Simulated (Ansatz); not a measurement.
# CH7BGeO2: two geometries relaxed

Are the two ends of the rotation by 180° about the B4–O5 bond separate minima, and which lies lower? Each is relaxed from a guess. SMILES of the start: [CH3][GeH]([OH])[BH]O.

Method: RKS BHLYP-D4/def2-SVP, in Ansatz 0.2.0.

**1. The structure to begin with**

Bond lengths: C1–Ge2 1.919 Å, Ge2–O3 1.765 Å, Ge2–B4 2.015 Å, B4–O5 1.499 Å, C1–H6 1.087 Å, C1–H7 1.159 Å, C1–H8 1.074 Å, Ge2–H9 1.592 Å, O3–H10 1.011 Å, B4–H11 1.125 Å, O5–H12 0.963 Å. Angles (14 of 17 angles, heavy atoms first): C1–Ge2–O3 107.3°, C1–Ge2–B4 112.7°, O3–Ge2–B4 108.0°, Ge2–B4–O5 118.5°, C1–Ge2–H9 109.4°, O3–Ge2–H9 110.1°, B4–Ge2–H9 109.4°, Ge2–C1–H6 111.2°, Ge2–C1–H7 106.7°, Ge2–C1–H8 110.2°, Ge2–O3–H10 105.3°, Ge2–B4–H11 121.9°, O5–B4–H11 119.0°, B4–O5–H12 107.0°.

As a file:

```xyz
12

C    -1.0368   -0.6790    1.1676
Ge    0.5879    0.0367    0.4382
O     1.7914   -1.2543    0.4746
B     0.3819    0.6417   -1.4728
O    -0.6620    1.6702   -1.7887
H    -1.4272   -1.4805    0.5461
H    -1.8231    0.1711    1.1260
H    -0.8958   -0.9410    2.1992
H     1.0728    1.2613    1.3316
H     2.6669   -0.8090    0.2369
H     0.9156    0.1278   -2.3198
H    -1.4948    1.1999   -1.9050
```

**2. Relaxing end A**

input.yaml

```yaml
crystal:
  periodic: [false, false, false]
  atoms:
    - { symbol: C, position_ang: [-1.0368, -0.679, 1.1676] }
    - { symbol: Ge, position_ang: [0.5879, 0.0367, 0.4382] }
    - { symbol: O, position_ang: [1.7914, -1.2543, 0.4746] }
    - { symbol: B, position_ang: [0.3819, 0.6417, -1.4728] }
    - { symbol: O, position_ang: [-0.662, 1.6702, -1.7887] }
    - { symbol: H, position_ang: [-1.4272, -1.4805, 0.5461] }
    - { symbol: H, position_ang: [-1.8231, 0.1711, 1.126] }
    - { symbol: H, position_ang: [-0.8958, -0.941, 2.1992] }
    - { symbol: H, position_ang: [1.0728, 1.2613, 1.3316] }
    - { symbol: H, position_ang: [2.6669, -0.809, 0.2369] }
    - { symbol: H, position_ang: [0.9156, 0.1278, -2.3198] }
    - { symbol: H, position_ang: [-1.4948, 1.1999, -1.905] }
basis:
  gaussian: { orbitals: def2-SVP }
hamiltonian:
  xc: { name: BHLYP }
  dispersion: d4
relax:
  f_tol: 0.015
  max_steps: 40
```

Command:

```sh
ansatz run input.yaml --threads 2 --pin off --max-ram 3072MiB --backend cpu --events-out ev --progress --plain --runs-dir out
```

The log of the run (excerpt; [...] marks lines left out):

```text
Warning: RAYON_NUM_THREADS=2 ignored (pool sized by the plan → 2); use --threads N
[...]
Functional definition: BHLYP
[...]
1328 factors; integrals over basis functions are off by at most 3.8e-4 eV
[...]
mean field -62424.61075366 eV, -2294.0621322763 hartree, gradient 2.5e-5 eV, S^2 0.000000; 0 other end points of the search recorded, 0 dependent functions left out
[...]
reference -62424.61093331 eV, -2294.0621388782 hartree; 33, 33 occupied and 90, 90 virtual orbitals, 1328 factors
relax step   1: F+E_penalty+E_count = -62424.89088248 eV  Δ(F+E_penalty+E_count) = +0.000e0 eV  max|allowed force component| = 3.854e0 eV/Å  Δτ_max = 0.0000 Å  (29 SCF iters, accepted)
[...]
relax step   4: F+E_penalty+E_count = -62425.55395947 eV  Δ(F+E_penalty+E_count) = -8.034e-2 eV  max|allowed force component| = 1.377e0 eV/Å  Δτ_max = 0.2000 Å  (38 SCF iters, accepted)
[...]
relax step   7: F+E_penalty+E_count = -62426.22623778 eV  Δ(F+E_penalty+E_count) = -1.919e-1 eV  max|allowed force component| = 6.189e-1 eV/Å  Δτ_max = 0.2000 Å  (32 SCF iters, accepted)
[...]
relax step  10: F+E_penalty+E_count = -62426.27263444 eV  Δ(F+E_penalty+E_count) = -1.896e-2 eV  max|allowed force component| = 1.175e-1 eV/Å  Δτ_max = 0.1000 Å  (32 SCF iters, accepted)
[...]
relax step  12: F+E_penalty+E_count = -62426.28251220 eV  Δ(F+E_penalty+E_count) = -1.792e-3 eV  max|allowed force component| = 2.635e-1 eV/Å  Δτ_max = 0.1464 Å  (32 SCF iters, accepted)
[...]
relax step  13: F+E_penalty+E_count = -62426.28780812 eV  Δ(F+E_penalty+E_count) = -5.296e-3 eV  max|allowed force component| = 4.071e-2 eV/Å  Δτ_max = 0.0997 Å  (32 SCF iters, accepted)
[...]
1328 factors; integrals over basis functions are off by at most 5.8e-4 eV
```

**3. The log goes on: end point A relaxed**

The log, continued:

```text
mean field -62426.01236059 eV, -2294.1136403806 hartree, gradient 2.5e-5 eV, S^2 0.000000; 0 other end points of the search recorded, 0 dependent functions left out
the calculation of the forces begins
reference -62426.01254495 eV, -2294.1136471557 hartree; 33, 33 occupied and 90, 90 virtual orbitals, 1328 factors
relax step  14: F+E_penalty+E_count = -62426.28918871 eV  Δ(F+E_penalty+E_count) = -1.381e-3 eV  max|allowed force component| = 1.886e-2 eV/Å  Δτ_max = 0.0664 Å  (33 SCF iters, accepted)
these checks for a lower state are left out or cut short: starts, cluster_reference, orbital_swaps, neighbouring_geometries, increment
1328 factors; integrals over basis functions are off by at most 5.7e-4 eV
mean field -62426.00760690 eV, -2294.1134656857 hartree, gradient 1.4e-5 eV, S^2 0.000000; 0 other end points of the search recorded, 0 dependent functions left out
the calculation of the forces begins
reference -62426.00779021 eV, -2294.1134724224 hartree; 33, 33 occupied and 90, 90 virtual orbitals, 1328 factors
relax step  15: F+E_penalty+E_count = -62426.28477718 eV  Δ(F+E_penalty+E_count) = +4.412e-3 eV  max|allowed force component| = 5.242e-1 eV/Å  Δτ_max = 0.1957 Å  (32 SCF iters, rejected (line search))
these checks for a lower state are left out or cut short: starts, cluster_reference, orbital_swaps, neighbouring_geometries, increment
1328 factors; integrals over basis functions are off by at most 5.7e-4 eV
mean field -62426.01249016 eV, -2294.1136451425 hartree, gradient 2.4e-5 eV, S^2 0.000000; 0 other end points of the search recorded, 0 dependent functions left out
the calculation of the forces begins
reference -62426.01267428 eV, -2294.1136519085 hartree; 33, 33 occupied and 90, 90 virtual orbitals, 1328 factors
relax step  16: F+E_penalty+E_count = -62426.28922807 eV  Δ(F+E_penalty+E_count) = -3.936e-5 eV  max|allowed force component| = 5.589e-2 eV/Å  Δτ_max = 0.0334 Å  (31 SCF iters, accepted)
these checks for a lower state are left out or cut short: starts, cluster_reference, orbital_swaps, neighbouring_geometries, increment
1328 factors; integrals over basis functions are off by at most 5.6e-4 eV
mean field evaluation 128: about -62426.0120 eV, gradient 2.5e-4 eV
mean field -62426.01200850 eV, -2294.1136274415 hartree, gradient 1.2e-5 eV, S^2 0.000000; 0 other end points of the search recorded, 0 dependent functions left out
the calculation of the forces begins
reference -62426.01219230 eV, -2294.1136341961 hartree; 33, 33 occupied and 90, 90 virtual orbitals, 1328 factors
relax step  17: F+E_penalty+E_count = -62426.28927921 eV  Δ(F+E_penalty+E_count) = -5.114e-5 eV  max|allowed force component| = 1.442e-1 eV/Å  Δτ_max = 0.0980 Å  (32 SCF iters, accepted)
these checks for a lower state are left out or cut short: starts, cluster_reference, orbital_swaps, neighbouring_geometries, increment
1328 factors; integrals over basis functions are off by at most 5.8e-4 eV
mean field -62426.01006363 eV, -2294.1135559692 hartree, gradient 2.5e-5 eV, S^2 0.000000; 0 other end points of the search recorded, 0 dependent functions left out
the calculation of the forces begins
reference -62426.01024678 eV, -2294.1135626997 hartree; 33, 33 occupied and 90, 90 virtual orbitals, 1328 factors
relax step  18: F+E_penalty+E_count = -62426.28728434 eV  Δ(F+E_penalty+E_count) = +1.995e-3 eV  max|allowed force component| = 2.513e-1 eV/Å  Δτ_max = 0.0473 Å  (31 SCF iters, rejected (line search))
these checks for a lower state are left out or cut short: starts, cluster_reference, orbital_swaps, neighbouring_geometries, increment
1328 factors; integrals over basis functions are off by at most 5.6e-4 eV
mean field -62426.01344623 eV, -2294.1136802771 hartree, gradient 2.4e-5 eV, S^2 0.000000; 0 other end points of the search recorded, 0 dependent functions left out
the calculation of the forces begins
reference -62426.01362966 eV, -2294.1136870184 hartree; 33, 33 occupied and 90, 90 virtual orbitals, 1328 factors
relax step  19: F+E_penalty+E_count = -62426.29066105 eV  Δ(F+E_penalty+E_count) = -1.382e-3 eV  max|allowed force component| = 1.835e-2 eV/Å  Δτ_max = 0.0205 Å  (31 SCF iters, accepted)
these checks for a lower state are left out or cut short: starts, cluster_reference, orbital_swaps, neighbouring_geometries, increment
1328 factors; integrals over basis functions are off by at most 5.6e-4 eV
mean field -62426.01349889 eV, -2294.1136822126 hartree, gradient 2.4e-5 eV, S^2 0.000000; 0 other end points of the search recorded, 0 dependent functions left out
the calculation of the forces begins
reference -62426.01368214 eV, -2294.1136889468 hartree; 33, 33 occupied and 90, 90 virtual orbitals, 1328 factors
relax step  20: F+E_penalty+E_count = -62426.29077687 eV  Δ(F+E_penalty+E_count) = -1.158e-4 eV  max|allowed force component| = 1.764e-2 eV/Å  Δτ_max = 0.0209 Å  (33 SCF iters, accepted)
these checks for a lower state are left out or cut short: starts, cluster_reference, orbital_swaps, neighbouring_geometries, increment
1328 factors; integrals over basis functions are off by at most 5.6e-4 eV
mean field -62426.01353181 eV, -2294.1136834223 hartree, gradient 2.4e-5 eV, S^2 0.000000; 0 other end points of the search recorded, 0 dependent functions left out
the calculation of the forces begins
reference -62426.01371482 eV, -2294.1136901479 hartree; 33, 33 occupied and 90, 90 virtual orbitals, 1328 factors
relax step  21: F+E_penalty+E_count = -62426.29086041 eV  Δ(F+E_penalty+E_count) = -8.355e-5 eV  max|allowed force component| = 2.053e-2 eV/Å  Δτ_max = 0.0304 Å  (32 SCF iters, accepted)
these checks for a lower state are left out or cut short: starts, cluster_reference, orbital_swaps, neighbouring_geometries, increment
1328 factors; integrals over basis functions are off by at most 5.5e-4 eV
mean field evaluation 160: about -62425.9542 eV, gradient 6.6e-1 eV
mean field -62426.01352845 eV, -2294.1136832989 hartree, gradient 2.6e-5 eV, S^2 0.000000; 0 other end points of the search recorded, 0 dependent functions left out
the calculation of the forces begins
reference -62426.01371138 eV, -2294.1136900214 hartree; 33, 33 occupied and 90, 90 virtual orbitals, 1328 factors
relax step  22: F+E_penalty+E_count = -62426.29089598 eV  Δ(F+E_penalty+E_count) = -3.557e-5 eV  max|allowed force component| = 2.255e-2 eV/Å  Δτ_max = 0.0130 Å  (26 SCF iters, accepted)
these checks for a lower state are left out or cut short: starts, cluster_reference, orbital_swaps, neighbouring_geometries, increment
1328 factors; integrals over basis functions are off by at most 5.5e-4 eV
mean field -62426.01350434 eV, -2294.1136824127 hartree, gradient 2.0e-5 eV, S^2 0.000000; 0 other end points of the search recorded, 0 dependent functions left out
the calculation of the forces begins
reference -62426.01368718 eV, -2294.1136891322 hartree; 33, 33 occupied and 90, 90 virtual orbitals, 1328 factors
relax step  23: F+E_penalty+E_count = -62426.29092152 eV  Δ(F+E_penalty+E_count) = -2.554e-5 eV  max|allowed force component| = 1.192e-2 eV/Å  Δτ_max = 0.0120 Å  (26 SCF iters, accepted)
1328 factors; integrals over basis functions are off by at most 5.5e-4 eV
mean field -62426.01350434 eV, -2294.1136824127 hartree, gradient 2.0e-5 eV, S^2 0.000000; 1 other end points of the search recorded, 0 dependent functions left out
the calculation of the forces begins
reference -62426.01368718 eV, -2294.1136891322 hartree; 33, 33 occupied and 90, 90 virtual orbitals, 1328 factors
Total energy: -62426.29110437 eV, -2294.1238840257 hartree
Atom 0 at    -1.036829    -0.643122     1.350278 Å, force    -0.002125    -0.001113    -0.000806 eV/Å
Atom 1 at     0.545988     0.092830     0.498731 Å, force    -0.000371     0.000088     0.003307 eV/Å
Atom 2 at     1.702038    -1.275166     0.477318 Å, force    -0.001472     0.001845    -0.000778 eV/Å
Atom 3 at     0.231805     0.744912    -1.450218 Å, force    -0.009488     0.002714    -0.006065 eV/Å
Atom 4 at    -1.018745     1.070533    -1.809941 Å, force     0.011925    -0.003610     0.002709 eV/Å
Atom 5 at    -1.416378    -1.482557     0.763571 Å, force     0.000667     0.002667     0.002018 eV/Å
Atom 6 at    -1.819719     0.116370     1.416735 Å, force     0.002409    -0.002007     0.000237 eV/Å
Atom 7 at    -0.800464    -0.997754     2.355676 Å, force    -0.000451     0.000492    -0.002674 eV/Å
Atom 8 at     1.148975     1.211844     1.379029 Å, force    -0.000262    -0.000276    -0.001080 eV/Å
Atom 9 at     2.521357    -1.088084     0.026609 Å, force     0.000979    -0.000543    -0.000314 eV/Å
Atom 10 at     1.126463     0.837017    -2.256850 Å, force    -0.002218    -0.000342     0.002098 eV/Å
Atom 11 at    -1.107692     1.358076    -2.717038 Å, force     0.000408     0.000084     0.001348 eV/Å
Dipole moment:    -0.086878     0.372101    -0.554368 e Å
```

Run time: 68 s. Hardware: 2 threads of AMD EPYC 9R14 (Zen 4), shared host; peak memory 0.33 GiB.

Relaxation path:

| step | energy from step 1 (eV) | largest force component (eV/Å) |
| --- | --- | --- |
| 1 | 0.0000 | 3.8535 |
| 2 | -0.4223 | 2.8223 |
| 3 | -0.5827 | 2.1099 |
| 4 | -0.6631 | 1.3770 |
| 5 | -0.9506 | 1.3308 |
| 6 | -1.1434 | 2.4795 |
| 7 | -1.3354 | 0.6189 |
| 8 | -1.3628 | 0.2476 |
| 9x | -1.3111 | 1.0511 |
| 10 | -1.3818 | 0.1175 |
| 11 | -1.3898 | 0.0559 |
| 12 | -1.3916 | 0.2635 |
| 13 | -1.3969 | 0.0407 |
| 14 | -1.3983 | 0.0189 |
| 15x | -1.3939 | 0.5242 |
| 16 | -1.3983 | 0.0559 |
| 17 | -1.3984 | 0.1442 |
| 18x | -1.3964 | 0.2513 |
| 19 | -1.3998 | 0.0183 |
| 20 | -1.3999 | 0.0176 |
| 21 | -1.4000 | 0.0205 |
| 22 | -1.4000 | 0.0226 |
| 23 | -1.4000 | 0.0119 |

Step 1 is the start. 3 steps were tried and not accepted (marked x).

After: Bond lengths: C1–Ge2 1.942 Å, Ge2–O3 1.791 Å, Ge2–B4 2.079 Å, B4–O5 1.341 Å, C1–H6 1.092 Å, C1–H7 1.093 Å, C1–H8 1.092 Å, Ge2–H9 1.546 Å, O3–H10 0.954 Å, B4–H11 1.208 Å, O5–H12 0.956 Å. Angles (14 of 17 angles, heavy atoms first): C1–Ge2–O3 104.0°, C1–Ge2–B4 114.0°, O3–Ge2–B4 109.0°, Ge2–B4–O5 117.9°, C1–Ge2–H9 110.0°, O3–Ge2–H9 107.9°, B4–Ge2–H9 111.4°, Ge2–C1–H6 109.8°, Ge2–C1–H7 110.3°, Ge2–C1–H8 110.5°, Ge2–O3–H10 114.2°, Ge2–B4–H11 122.5°, O5–B4–H11 119.5°, B4–O5–H12 114.5°.

**4. End point B**

The second end starts from a geometry with the move made by hand.

Edit input.yaml of step 2 so:

```diff
@@ -14,3 +14,3 @@
     - { symbol: H, position_ang: [0.9156, 0.1278, -2.3198] }
-    - { symbol: H, position_ang: [-1.4948, 1.1999, -1.905] }
+    - { symbol: H, position_ang: [-0.22161, 2.52712, -1.79115] }
 basis:
@@ -23 +23,3 @@
   max_steps: 40
+output:
+  orbitals: {}
```

Command:

```sh
ansatz run input.yaml --threads 2 --pin off --max-ram 3072MiB --backend cpu --events-out ev --progress --plain --runs-dir out
```

The log of the run (excerpt; [...] marks lines left out):

```text
Warning: RAYON_NUM_THREADS=2 ignored (pool sized by the plan → 2); use --threads N
[...]
[... 1 set-up line as earlier in the session ...]
[...]
1327 factors; integrals over basis functions are off by at most 3.8e-4 eV
[...]
mean field -62424.63083735 eV, -2294.0628703382 hartree, gradient 2.6e-5 eV, S^2 0.000000; 0 other end points of the search recorded, 0 dependent functions left out
[...]
reference -62424.63102034 eV, -2294.0628770630 hartree; 33, 33 occupied and 90, 90 virtual orbitals, 1327 factors
relax step   1: F+E_penalty+E_count = -62424.90967789 eV  Δ(F+E_penalty+E_count) = +0.000e0 eV  max|allowed force component| = 3.879e0 eV/Å  Δτ_max = 0.0000 Å  (29 SCF iters, accepted)
[...]
relax step   4: F+E_penalty+E_count = -62425.85173056 eV  Δ(F+E_penalty+E_count) = -3.026e-1 eV  max|allowed force component| = 1.160e0 eV/Å  Δτ_max = 0.2000 Å  (33 SCF iters, accepted)
[...]
relax step   7: F+E_penalty+E_count = -62426.26789309 eV  Δ(F+E_penalty+E_count) = -5.733e-2 eV  max|allowed force component| = 2.007e-1 eV/Å  Δτ_max = 0.2000 Å  (31 SCF iters, accepted)
[...]
relax step  10: F+E_penalty+E_count = -62426.28514061 eV  Δ(F+E_penalty+E_count) = -7.917e-3 eV  max|allowed force component| = 1.769e-1 eV/Å  Δτ_max = 0.0552 Å  (33 SCF iters, accepted)
[...]
relax step  11: F+E_penalty+E_count = -62426.28922124 eV  Δ(F+E_penalty+E_count) = -4.081e-3 eV  max|allowed force component| = 3.548e-2 eV/Å  Δτ_max = 0.0670 Å  (33 SCF iters, accepted)
[...]
relax step  12: F+E_penalty+E_count = -62426.28987290 eV  Δ(F+E_penalty+E_count) = -6.517e-4 eV  max|allowed force component| = 2.323e-2 eV/Å  Δτ_max = 0.0510 Å  (32 SCF iters, accepted)
[...]
1327 factors; integrals over basis functions are off by at most 4.3e-4 eV
[...]
mean field -62426.01260331 eV, -2294.1136493005 hartree, gradient 1.1e-5 eV, S^2 0.000000; 0 other end points of the search recorded, 0 dependent functions left out
[...]
reference -62426.01278672 eV, -2294.1136560407 hartree; 33, 33 occupied and 90, 90 virtual orbitals, 1327 factors
```

**5. More of the same log: end point B relaxed**

The log, continued (excerpt; [...] marks lines left out):

```text
relax step  13: F+E_penalty+E_count = -62426.29002850 eV  Δ(F+E_penalty+E_count) = -1.556e-4 eV  max|allowed force component| = 1.327e-1 eV/Å  Δτ_max = 0.0891 Å  (33 SCF iters, accepted)
[...]
relax step  19: F+E_penalty+E_count = -62426.29085706 eV  Δ(F+E_penalty+E_count) = -5.495e-5 eV  max|allowed force component| = 1.903e-2 eV/Å  Δτ_max = 0.0207 Å  (33 SCF iters, accepted)
[...]
relax step  20: F+E_penalty+E_count = -62426.29088715 eV  Δ(F+E_penalty+E_count) = -3.010e-5 eV  max|allowed force component| = 1.438e-2 eV/Å  Δτ_max = 0.0081 Å  (26 SCF iters, accepted)
1327 factors; integrals over basis functions are off by at most 4.2e-4 eV
[...]
mean field -62426.01342397 eV, -2294.1136794591 hartree, gradient 1.2e-5 eV, S^2 0.000000; 1 other end points of the search recorded, 0 dependent functions left out
[...]
Atom 2 at     1.660709    -1.359209     0.434500 Å, force     0.000834    -0.003375    -0.000997 eV/Å
Atom 3 at     0.485114     0.968604    -1.343866 Å, force    -0.014383     0.004593    -0.009173 eV/Å
Atom 4 at    -0.709726     1.446003    -1.723423 Å, force     0.013142    -0.006430     0.005309 eV/Å
Atom 5 at    -1.475132    -1.300723     0.551250 Å, force     0.003425     0.005828     0.004683 eV/Å
Atom 6 at    -1.771555     0.260730     1.339196 Å, force     0.005755    -0.008430     0.000007 eV/Å
Atom 7 at    -0.911519    -1.028105     2.211993 Å, force    -0.001187     0.002294    -0.006620 eV/Å
Atom 8 at     1.279855     1.069505     1.557419 Å, force     0.000328    -0.000981     0.000300 eV/Å
Atom 9 at     2.515567    -1.208942     0.039404 Å, force    -0.001436     0.001814     0.000928 eV/Å
Atom 10 at     1.426642     1.053217    -2.096160 Å, force    -0.002967    -0.000019     0.002358 eV/Å
Atom 11 at    -0.724224     1.828413    -2.599165 Å, force     0.003515    -0.000072     0.000347 eV/Å
Dipole moment:    -0.023459     0.430163    -0.518497 e Å
```

It took 58 s on 2 threads of AMD EPYC 9R14 (Zen 4), shared host; peak memory 0.33 GiB.

Step by step:

| step | energy from step 1 (eV) | largest force component (eV/Å) |
| --- | --- | --- |
| 1 | 0.0000 | 3.8793 |
| 2 | -0.4808 | 2.3731 |
| 3 | -0.6394 | 1.5451 |
| 4 | -0.9421 | 1.1596 |
| 5 | -1.1623 | 1.3697 |
| 6 | -1.3009 | 0.6913 |
| 7 | -1.3582 | 0.2007 |
| 8 | -1.3675 | 0.1156 |
| 9x | -1.3601 | 0.3782 |
| 10 | -1.3755 | 0.1769 |
| 11 | -1.3795 | 0.0355 |
| 12 | -1.3802 | 0.0232 |
| 13 | -1.3804 | 0.1327 |
| 14 | -1.3808 | 0.0474 |
| 15 | -1.3809 | 0.0172 |
| 16x | -1.3809 | 0.0695 |
| 17 | -1.3810 | 0.0122 |
| 18 | -1.3811 | 0.0095 |
| 19 | -1.3812 | 0.0190 |
| 20 | -1.3812 | 0.0144 |

Step 1 is the start. 2 steps were tried and not accepted (marked x).

After: Bond lengths: C1–Ge2 1.942 Å, Ge2–O3 1.791 Å, Ge2–B4 2.079 Å, B4–O5 1.341 Å, C1–H6 1.092 Å, C1–H7 1.093 Å, C1–H8 1.092 Å, Ge2–H9 1.546 Å, O3–H10 0.954 Å, B4–H11 1.208 Å, O5–H12 0.956 Å. Angles (14 of 17 angles, heavy atoms first): C1–Ge2–O3 104.0°, C1–Ge2–B4 113.9°, O3–Ge2–B4 109.1°, Ge2–B4–O5 117.9°, C1–Ge2–H9 110.0°, O3–Ge2–H9 107.9°, B4–Ge2–H9 111.4°, Ge2–C1–H6 109.8°, Ge2–C1–H7 110.3°, Ge2–C1–H8 110.5°, Ge2–O3–H10 114.3°, Ge2–B4–H11 122.6°, O5–B4–H11 119.5°, B4–O5–H12 114.5°.

**6. Results**

| quantity | value |
| --- | --- |
| end A | 19 moves, 1.400 eV lower |
| end B | 17 moves, 1.381 eV lower |
| largest difference between the ends | 0.01 Å |
| end B relative to end A | +0.000 eV |

**Reading.** The two relaxations end at one structure, within 0.01 Å: no second minimum was found from this start, which doesn't rule one out.
